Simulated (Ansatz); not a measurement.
# C2H9AlFN: the cost of one run

All numbers below are computed with Ansatz 0.2.0 (UKS PBE0/STO-3G).

### Step 1. The system as given

Bond lengths: Al1–N2 2.238 Å, Al1–C3 1.980 Å, Al1–C4 1.980 Å, Al1–F6 2.112 Å, N2–H7 1.011 Å, N2–H8 1.010 Å, C3–H9 1.094 Å, C3–H10 1.093 Å, C3–H11 1.094 Å, C4–H12 1.094 Å, C4–H13 1.094 Å, C4–H14 1.094 Å. Angles (14 of 21 angles, heavy atoms first): N2–Al1–C3 108.1°, N2–Al1–C4 110.5°, N2–Al1–F6 69.9°, C3–Al1–C4 135.5°, C3–Al1–F6 106.9°, C4–Al1–F6 106.5°, Al1–N2–H7 123.7°, Al1–N2–H8 126.3°, Al1–C3–H9 111.1°, Al1–C3–H10 113.8°, Al1–C3–H11 111.5°, Al1–C4–H12 110.8°, Al1–C4–H13 112.2°, Al1–C4–H14 113.5°.

Coordinates:

```xyz
14

Al   -0.2836   -0.0920   -0.0646
N     1.7223    0.7526    0.4582
C    -0.6110   -1.6619    1.0963
C    -0.8044    0.4400   -1.8988
H     0.6600    1.4009    0.9455
F    -0.5108    1.6255    1.1440
H     2.2889    0.4193    1.2264
H     2.2729    1.3802   -0.1106
H     0.3301   -2.1360    1.3908
H    -1.2225   -2.4373    0.6271
H    -1.1170   -1.3757    2.0230
H    -1.0331    1.5094   -1.9423
H    -0.0046    0.2622   -2.6232
H    -1.6873   -0.0870   -2.2719
```

### Step 2. Run 1

150 steps of 0.5 fs at constant energy, with velocities drawn for 1000 K.

File input.yaml:

```yaml
crystal:
  periodic: [false, false, false]
  atoms:
    - { symbol: Al, position_ang: [-0.2836, -0.092, -0.0646] }
    - { symbol: "N", position_ang: [1.7223, 0.7526, 0.4582] }
    - { symbol: C, position_ang: [-0.611, -1.6619, 1.0963] }
    - { symbol: C, position_ang: [-0.8044, 0.44, -1.8988] }
    - { symbol: H, position_ang: [0.66, 1.4009, 0.9455] }
    - { symbol: F, position_ang: [-0.5108, 1.6255, 1.144] }
    - { symbol: H, position_ang: [2.2889, 0.4193, 1.2264] }
    - { symbol: H, position_ang: [2.2729, 1.3802, -0.1106] }
    - { symbol: H, position_ang: [0.3301, -2.136, 1.3908] }
    - { symbol: H, position_ang: [-1.2225, -2.4373, 0.6271] }
    - { symbol: H, position_ang: [-1.117, -1.3757, 2.023] }
    - { symbol: H, position_ang: [-1.0331, 1.5094, -1.9423] }
    - { symbol: H, position_ang: [-0.0046, 0.2622, -2.6232] }
    - { symbol: H, position_ang: [-1.6873, -0.087, -2.2719] }
magnetization:
  spin_polarized: true
basis:
  gaussian: { orbitals: STO-3G }
hamiltonian:
  xc: pbe0
md:
  timestep: 0.5
  n_steps: 150
  ensemble: nve
  temperature: 1000.0
  initial_velocities: maxwell_boltzmann
  seed: 733375
```

The run is started by

```sh
> ansatz run input.yaml --threads 1 --pin off --max-ram 2048MiB --backend cpu --events-out ev --progress --plain --runs-dir out
```

What time and memory should one allow on 1 thread of Intel Xeon 6975P-C (Granite Rapids), shared host?

About 6.5 min, with a peak of 0.16 GiB.
